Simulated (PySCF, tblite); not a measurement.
# C6H7O3 radical: geometry, infrared bands and EPR parameters

Aim: predict the infrared bands and EPR parameters of C6H7O3 radical (`C=[C]/C(=C/OC=O)OC`).

The runs use tblite 0.8.0 and PySCF 2.14.0, with density-fitted response routines of our own; the level of theory stands in each step. All values are computed, except where a source is named. Atoms are numbered from 0 throughout.

**1. The starting structure**

16 atoms, charge 0, multiplicity 2; geometry from: force field or distance geometry start.

Bonds of the start (Å): C0–C1 1.29, C1–C2 1.47, C2–C3 1.31, C3–O4 1.38, O4–C5 1.39, C5–O6 1.26, C2–O7 1.38, O7–C8 1.40, C0–H9 1.09, C0–H10 1.09, C3–H11 1.11, C5–H12 1.08, C8–H13 1.11, C8–H14 1.13, C8–H15 1.12.

**2. Optimising the geometry with GFN2-xTB**

Job settings and geometry (Å):

```
{"job": {"kind": "relax", "xc": "GFN2-xTB", "basis": "xTB"}, "charge": 0, "multiplicity": 2}
C     -2.752000    -0.527000    -0.529000
C     -1.572500    -1.033500    -0.435600
C     -0.310900    -0.287300    -0.361000
C      0.796700    -0.988300    -0.269000
O      2.003700    -0.322500    -0.191600
C      3.213500    -1.005500    -0.091900
O      3.224700    -2.265600    -0.048200
O     -0.224200     1.087100    -0.401800
C     -0.584800     1.955900     0.635700
H     -2.992600     0.531400    -0.577000
H     -3.608500    -1.206000    -0.565500
H      0.738500    -2.096300    -0.224000
H      4.127400    -0.424100    -0.035100
H     -0.435700     3.027900     0.394900
H     -1.661300     1.837100     0.945700
H      0.030400     1.725600     1.544500
```

On the command line:

```sh
> OMP_NUM_THREADS=1 python probes_run.py task.json out
```

This one command runs all jobs of the session in turn.

Standard output:

```text
step      E/eV     max force
  0    -773.56392    5.006
  1    -773.83802    5.262
  2    -774.05763    1.329
  3    -774.12798    0.937
  4    -774.21458    0.739
  5    -774.24024    0.413
  6    -774.25432    0.421
  7    -774.26712    0.287
  8    -774.27693    0.220
  9    -774.28151    0.174
 10    -774.28624    0.216
 11    -774.29164    0.223
 12    -774.29721    0.210
 13    -774.30083    0.154
 14    -774.30283    0.119
 15    -774.30419    0.109
 16    -774.30537    0.091
 17    -774.30651    0.113
 18    -774.30779    0.102
 19    -774.30931    0.108
 20    -774.31081    0.100
 21    -774.31195    0.071
 22    -774.31274    0.068
 23    -774.31339    0.082
 24    -774.31394    0.067
 25    -774.31439    0.046
 26    -774.31481    0.050
 27    -774.31537    0.078
 28    -774.31625    0.114
 29    -774.31754    0.118
 30    -774.31925    0.155
 31    -774.32164    0.183
 32    -774.32568    0.232
 33    -774.33317    0.392
 34    -774.34696    0.492
 35    -774.36414    1.010
 36    -774.40560    1.352
 37    -774.46891    0.834
 38    -774.51324    1.629
 39    -774.59390    0.782
 40    -774.65460    0.533
 41    -774.70877    1.084
 42    -774.75611    0.741
 43    -774.79882    0.575
 44    -774.83416    0.435
 45    -774.85221    0.595
 46    -774.86901    0.391
 47    -774.88006    0.292
 48    -774.89046    0.208
 49    -774.90238    0.350
 50    -774.90989    0.195
 51    -774.91518    0.256
 52    -774.91953    0.128
 53    -774.92293    0.111
 54    -774.92580    0.142
 55    -774.93009    0.152
 56    -774.93392    0.143
 57    -774.93655    0.120
 58    -774.93831    0.114
 59    -774.94013    0.108
 60    -774.94221    0.097
 61    -774.94410    0.102
 62    -774.94540    0.083
 63    -774.94633    0.076
 64    -774.94726    0.074
 65    -774.94844    0.127
 66    -774.95008    0.155
 67    -774.95236    0.149
 68    -774.95519    0.163
 69    -774.95823    0.171
 70    -774.96123    0.134
 71    -774.96361    0.109
 72    -774.96596    0.139
 73    -774.96844    0.142
 74    -774.97130    0.143
 75    -774.97390    0.144
 76    -774.97693    0.185
 77    -774.97915    0.141
 78    -774.98270    0.152
 79    -774.98594    0.159
 80    -774.98971    0.199
 81    -774.99335    0.214
 82    -774.99834    0.156
 83    -775.00219    0.128
 84    -775.00442    0.148
 85    -775.00615    0.109
 86    -775.00819    0.112
 87    -775.00947    0.136
 88    -775.01077    0.109
 89    -775.01250    0.121
 90    -775.01602    0.165
 91    -775.02010    0.180
 92    -775.02424    0.195
 93    -775.02729    0.335
 94    -775.02680    0.383
 95    -775.03471    0.174
 96    -775.03756    0.132
 97    -775.04170    0.126
 98    -775.04477    0.166
 99    -775.04729    0.113
100    -775.05072    0.146
101    -775.05425    0.202
102    -775.05795    0.222
103    -775.06232    0.183
104    -775.06559    0.169
105    -775.06816    0.101
106    -775.06975    0.085
107    -775.07125    0.065
108    -775.07206    0.058
109    -775.07258    0.060
110    -775.07301    0.087
111    -775.07356    0.091
112    -775.07516    0.110
113    -775.07684    0.149
114    -775.07945    0.157
115    -775.08234    0.186
116    -775.08501    0.132
117    -775.08683    0.096
118    -775.08797    0.085
119    -775.08860    0.081
120    -775.08902    0.060
121    -775.08930    0.052
122    -775.08953    0.041
123    -775.08964    0.039
124    -775.08981    0.040
125    -775.08996    0.034
126    -775.09008    0.034
127    -775.09018    0.033
128    -775.09028    0.031
129    -775.09040    0.029
130    -775.09055    0.030
131    -775.09073    0.034
132    -775.09092    0.034
133    -775.09112    0.032
134    -775.09131    0.024
135    -775.09145    0.024
136    -775.09152    0.021
137    -775.09157    0.019
138    -775.09160    0.015
139    -775.09163    0.005
```

It took 0.71 s on 1 thread of Arm Neoverse V2, shared host.

The steps of the relaxation: (not every step is listed)

| step | energy from step 0 (eV) | largest force (eV/Å) |
| --- | --- | --- |
| 0 | 0.0000 | 5.0060 |
| 1 | -0.2741 | 5.2615 |
| 2 | -0.4937 | 1.3289 |
| 3 | -0.5641 | 0.9375 |
| 4 | -0.6507 | 0.7386 |
| 5 | -0.6763 | 0.4130 |
| 6 | -0.6904 | 0.4211 |
| 7 | -0.7032 | 0.2871 |
| 8 | -0.7130 | 0.2199 |
| 20 | -0.7469 | 0.0996 |
| 32 | -0.7618 | 0.2320 |
| 44 | -1.2702 | 0.4345 |
| 56 | -1.3700 | 0.1434 |
| 68 | -1.3913 | 0.1630 |
| 80 | -1.4258 | 0.1995 |
| 92 | -1.4603 | 0.1950 |
| 104 | -1.5017 | 0.1688 |
| 116 | -1.5211 | 0.1318 |
| 128 | -1.5264 | 0.0314 |
| 134 | -1.5274 | 0.0235 |
| 135 | -1.5275 | 0.0240 |
| 136 | -1.5276 | 0.0211 |
| 137 | -1.5276 | 0.0188 |
| 138 | -1.5277 | 0.0151 |
| 139 | -1.5277 | 0.0054 |

Close pairs (by a distance rule), those that changed most:

| bond | before (Å) | after (Å) | change (Å) |
| --- | --- | --- | --- |
| C1–C2 | 1.468 | 1.348 | -0.120 |
| C2–C3 | 1.314 | 1.397 | +0.083 |
| O4–C5 | 1.393 | 1.330 | -0.063 |
| C5–O6 | 1.261 | 1.201 | -0.060 |
| C3–H11 | 1.110 | 1.079 | -0.032 |
| C8–H14 | 1.127 | 1.095 | -0.031 |
| C8–H15 | 1.121 | 1.095 | -0.026 |
| C3–O4 | 1.381 | 1.358 | -0.022 |

The end geometry stands in the next job.

**3. Harmonic vibrations with GFN2-xTB**

Job settings and geometry (Å):

```
{"job": {"kind": "ir", "xc": "GFN2-xTB", "basis": "xTB"}, "charge": 0, "multiplicity": 2}
C     -2.626374    -0.675309    -0.355976
C     -1.393941    -0.335350    -0.191381
C     -0.108917     0.030180    -0.011442
C      0.927073    -0.870379    -0.269085
O      2.219885    -0.496536    -0.084220
C      3.191227    -1.372361    -0.326223
O      3.054482    -2.504347    -0.704487
O      0.246740     1.277928     0.424452
C     -0.813582     2.165724     0.675898
H     -3.145289    -0.546126    -1.298319
H     -3.216717    -1.126445     0.432599
H      0.737294    -1.874232    -0.614877
H      4.157716    -0.887797    -0.122176
H     -0.355115     3.095484     1.006680
H     -1.404467     2.346322    -0.228506
H     -1.477614     1.782188     1.458100
```

Standard output:

```text
mode    cm-1     km/mol
  1      55.4      1.08
  2      89.3      1.35
  3      94.0     13.18
  4     127.2      0.57
  5     143.5      0.18
  6     187.2      0.91
  7     196.0      0.02
  8     228.0      7.92
  9     322.2      1.71
 10     375.7     27.42
 11     466.9      0.02
 12     475.0      2.88
 13     517.5      7.05
 14     598.3      6.36
 15     644.2     12.36
 16     727.1     16.70
 17     841.7     44.03
 18     880.5     34.80
 19     891.4      5.45
 20     950.4      2.15
 21    1057.1     41.14
 22    1085.6     35.94
 23    1125.9    227.46
 24    1131.0      2.65
 25    1149.1     10.82
 26    1201.8     33.68
 27    1276.3    174.76
 28    1346.5      9.79
 29    1385.7     83.57
 30    1407.9     26.02
 31    1421.0      8.20
 32    1460.7      7.13
 33    1481.3      9.66
 34    1737.2    880.41
 35    1966.6     76.63
 36    2857.3     73.52
 37    2928.2     42.52
 38    2947.6     32.13
 39    2989.1     10.40
 40    3006.1     32.86
 41    3036.9     12.27
 42    3100.1     10.54
```

Wall time 0.4 s (1 thread of Arm Neoverse V2, shared host).

Which atoms move in the most intense modes:

| cm⁻¹ | km/mol | atoms |
| --- | --- | --- |
| 842 | 44.0 | O7 21 %, C3 18 % |
| 1126 | 227.5 | O4 37 %, C3 17 %, C5 14 % |
| 1276 | 174.8 | C2 43 %, H11 15 %, O7 14 % |
| 1386 | 83.6 | C3 23 %, C2 17 %, H9 15 %, H10 15 % |
| 1737 | 880.4 | C5 59 %, O6 38 % |
| 1967 | 76.6 | C1 66 %, C0 24 % |
| 2857 | 73.5 | H12 93 % |
| 2928 | 42.5 | H15 48 %, H14 44 % |

**4. g tensor and hyperfine couplings: B3LYP/pcH-1**

Settings changed since step 3:

```diff
@@ -1,2 +1,2 @@
-{"job": {"kind": "ir", "xc": "GFN2-xTB", "basis": "xTB"}, "charge": 0, "multiplicity": 2}
+{"job": {"kind": "epr", "basis": "pcH-1"}, "charge": 0, "multiplicity": 2}
 C     -2.626374    -0.675309    -0.355976
```

Method: UKS B3LYP, pcH-1 on C H O, non-relativistic, mean-field spin-orbit, GIAO.

Standard output:

```text
UKS, coarse grid
  cycle   1  E = -458.23034663  |g| = 7.41e-01
  cycle   2  E = -457.67153008  |g| = 1.42e+00
  cycle   3  E = -458.40575066  |g| = 2.48e-01
  cycle   4  E = -458.42597909  |g| = 1.05e-01
  cycle   5  E = -458.42950156  |g| = 2.46e-02
  cycle   6  E = -458.42977595  |g| = 1.14e-02
  cycle   7  E = -458.42984880  |g| = 4.84e-03
  cycle   8  E = -458.42986936  |g| = 2.05e-03
  cycle   9  E = -458.42987491  |g| = 1.15e-03
  cycle  10  E = -458.42987576  |g| = 5.47e-04
UKS, final grid
  cycle   1  E = -458.42992341  |g| = 9.41e-04
  cycle   2  E = -458.42992222  |g| = 1.89e-03
  cycle   3  E = -458.42992396  |g| = 1.56e-04
  cycle   4  E = -458.42992399  |g| = 1.31e-04
  cycle   5  E = -458.42992403  |g| = 6.55e-05
  cycle   6  E = -458.42992403  |g| = 1.76e-05
E = -458.42992403 Eh   <S^2> = 0.7735 (exact 0.7500)
g shifts (ppm)      1          2          3
  rmc          -162       -162       -162
  gc             39         -2         35
  oz_so        -106        -21       1001
  total        -229       -185        874
hyperfine (MHz)  atom isotope    a_iso     a_fc   dipolar eigenvalues
    0   13C     -36.74     -36.74     -8.88      2.05      6.83
    1   13C      45.23      45.23    -47.92    -35.67     83.59
    2   13C     -51.93     -51.93    -25.11     10.86     14.25
    3   13C      67.40      67.40    -57.54    -56.95    114.50
    4   17O      -4.05      -4.05    -17.65      8.08      9.57
    5   13C       3.47       3.47     -4.07     -2.37      6.43
    6   17O      -2.75      -2.75    -13.90      6.55      7.36
    7   17O       3.85       3.85     -5.82     -3.80      9.62
    8   13C       0.26       0.26     -0.75      0.18      0.57
    9    1H      99.17      99.17     -2.78     -2.17      4.95
   10    1H      99.33      99.33     -2.77     -2.16      4.93
   11    1H     -46.77     -46.77    -23.22     -2.15     25.37
   12    1H      -6.47      -6.47     -3.33     -1.78      5.11
   13    1H       0.24       0.24     -0.74     -0.59      1.33
   14    1H      -0.77      -0.77     -1.91     -1.57      3.48
   15    1H      -0.77      -0.77     -1.90     -1.57      3.46
```

Wall time 82 s (1 thread of Arm Neoverse V2, shared host); peak memory 0.98 GiB.

Principal g values 2.00209, 2.00213, 2.00319; g(iso) = 2.00247, against 2.00232 for a free electron.

Hyperfine couplings; where a row names several nuclei, a(iso) is their mean (it holds for fast rotation or exchange) and the dipolar term the largest among them:

| nuclei | isotope | a(iso) (MHz) | a(iso) (G, at g = 2.0023) | largest dipolar term (MHz) |
| --- | --- | --- | --- | --- |
| H9, H10 | 1H | 99.2 | 35.4 | 5.0 |
| C3 | 13C | 67.4 | 24.0 | 114.5 |
| C2 | 13C | -51.9 | -18.5 | -25.1 |
| H11 | 1H | -46.8 | -16.7 | 25.4 |
| C1 | 13C | 45.2 | 16.1 | 83.6 |
| C0 | 13C | -36.7 | -13.1 | -8.9 |
| H12 | 1H | -6.5 | -2.3 | 5.1 |
| O4 | 17O | -4.0 | -1.4 | -17.7 |
| O7 | 17O | 3.8 | 1.4 | 9.6 |
| C5 | 13C | 3.5 | 1.2 | 6.4 |
| O6 | 17O | -2.7 | -1.0 | -13.9 |
| H13, H14, H15 | 1H | -0.4 | -0.2 | 3.5 |
| C8 | 13C | 0.3 | 0.1 | -0.7 |

Mulliken spin populations:

C0 -0.10; C1 0.51; C2 -0.20; C3 0.66; O4 0.01; C5 0.03; O6 0.04; O7 -0.01; C8 0.00; H9 0.04; H10 0.04; H11 -0.03; H12 0.00; H13 0.00; H14 0.00; H15 0.00

In first order the couplings over 0.8 MHz of 1H give 12 distinct lines over 89.8 G, if the averaged nuclei exchange fast; the same motion can average rows kept apart here too.

Orbitals, density, ELF and potential are computed afterwards from the orbital file.

ELF in a plane through or near 12 of the atoms.

Values, 10 rows by 14 columns:
```
0.00 0.00 0.00 0.00 0.00 0.00 0.00 0.00 0.00 0.00 0.00 0.00 0.00 0.00
0.00 0.00 0.00 0.00 0.00 0.00 0.00 0.00 0.25 0.18 0.00 0.00 0.00 0.00
0.00 0.00 0.00 0.00 0.00 0.00 0.00 0.01 0.99 0.99 0.03 0.00 0.00 0.00
0.00 0.00 0.73 0.39 0.09 0.16 0.36 0.79 0.50 0.46 0.03 0.00 0.00 0.00
0.00 0.05 0.99 0.96 0.73 0.86 0.05 0.75 0.33 0.52 0.04 0.00 0.00 0.00
0.00 0.01 0.24 0.46 0.41 0.60 0.62 0.37 0.59 0.56 0.11 0.00 0.00 0.00
0.00 0.07 0.82 0.83 0.15 0.99 0.74 0.36 0.78 0.20 0.35 0.01 0.00 0.00
0.00 0.00 0.04 0.16 0.01 0.48 0.04 0.31 0.63 0.57 0.12 0.00 0.00 0.00
0.00 0.00 0.00 0.00 0.00 0.00 0.00 0.01 0.09 0.05 0.01 0.00 0.00 0.00
0.00 0.00 0.00 0.00 0.00 0.00 0.00 0.00 0.00 0.00 0.00 0.00 0.00 0.00
```
The map spans 13.5 Å across and 10.8 Å up, centred on the molecule. Atoms in the plane (x, y in Å): C0 (2.1, -1.8), C1 (1.1, -0.9), C2 (0.1, 0.0), C3 (-1.2, -0.4), O4 (-2.2, 0.5), C5 (-3.5, 0.1), O6 (-3.9, -1.1), O7 (0.3, 1.3), C8 (1.7, 1.7), H11 (-1.5, -1.5), H12 (-4.1, 1.0), H13 (1.7, 2.8).

log10 of the density (e/Å³) in the same plane.

Ten even steps from '0' (-4.0) to '9' (1.8):
```
0000000000000000000000000000
0000000000000000000000000000
0000000000000002222100000000
0000000000000123444310000000
0000000000001334565421000000
0000122111123445676532000000
0012343334334666776532000000
0023555556545797776542100000
0023577678755677666532100000
0023568779766776554432000000
0023567766797787665432100000
0024678755676667976543100000
0024677655676456777653210000
0013455544554445677653210000
0001333323333334566543100000
0000112111221233444432100000
0000000000000012333321000000
0000000000000000111100000000
0000000000000000000000000000
0000000000000000000000000000
```
The map spans 13.5 Å across and 10.8 Å up, centred on the molecule. Atoms in the plane (x, y in Å): C0 (2.1, -1.8), C1 (1.1, -0.9), C2 (0.1, 0.0), C3 (-1.2, -0.4), O4 (-2.2, 0.5), C5 (-3.5, 0.1), O6 (-3.9, -1.1), O7 (0.3, 1.3), C8 (1.7, 1.7), H11 (-1.5, -1.5), H12 (-4.1, 1.0), H13 (1.7, 2.8).

On the surface of density 0.002 e/bohr³ the electrostatic potential runs, from the 1st to the 99th percentile, from -1.58 V near O6 to 1.13 V near H12.

The spin density lies nearest to C1, C3 about 32 % each; C2 8 % (beta excess).

**5. Outcome**

| quantity | value |
| --- | --- |
| strongest single infrared mode (GFN2-xTB) | 1737 cm⁻¹, 880 km/mol |
| zero-point energy (GFN2-xTB) | 71.4 kcal/mol |
| g(iso) (B3LYP) | 2.00247 |
| ⟨S²⟩ | 0.773 (exact 0.75) |
| largest a(iso) (averaged by class) | 1H on H9, H10, 99.2 MHz |
| potential on the surface of density 0.002 e/bohr³, 1st and 99th percentile | -1.58 V and 1.13 V |

The optimisation took 139 steps and gained 1.528 eV; among the close pairs (by a distance rule), C1–C2 changed most, from 1.468 to 1.348 Å. All 42 modes are real, so the xTB geometry is a minimum. The strongest single mode, at 1737 cm⁻¹, moves mainly C5 and O6. GFN2-xTB is a fitted tight-binding method: band positions and strengths are rough. Its intensities can rank the bands wrongly. The largest spin populations lie on C3 (0.66 e), C1 (0.51 e). The isotropic g lies 0.2 ppt above the free-electron value. The conformer search found further structures of the same energy, which may be mirror or relabelled copies of this one.
